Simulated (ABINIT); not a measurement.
The system is AgRh.

```
Ag Rh
1.0
     2.77759    0.00000    0.00000
    -1.38879    2.40546    0.00000
     0.00000    0.00000    4.80860
Ag Rh
1 1
Direct
  0.00000 0.00000 0.50000
  0.66667 0.33333 0.00000
```

The cell comes from a database or a generator and needn't be the stable form of this composition.

Base run:

- Program: ABINIT 10.8.3 (patched build)
- Functional: r2SCAN
- Potentials or basis: JTH PAW PBE v2.0
- Cutoff: 544 eV
- k mesh: 11 × 11 × 6
- Occupations: fermi-dirac, width 0.05 eV
- Spin: no spin polarisation

Its results: band gap on the k mesh none (metal or under the smearing width); pressure -6.3 GPa.

After a change of settings the same cell gave: band gap on the k mesh none (metal or under the smearing width); pressure -15.3 GPa. Which change was it?
A. functional from r2SCAN to LDA
B. functional from r2SCAN to BLYP
C. functional from r2SCAN to WC
D. functional from r2SCAN to revPBE

A.

Caveats: the PAW data sets were made with another functional, which shifts forces and pressure a little.

Runs at the PBE level aren't shown here.
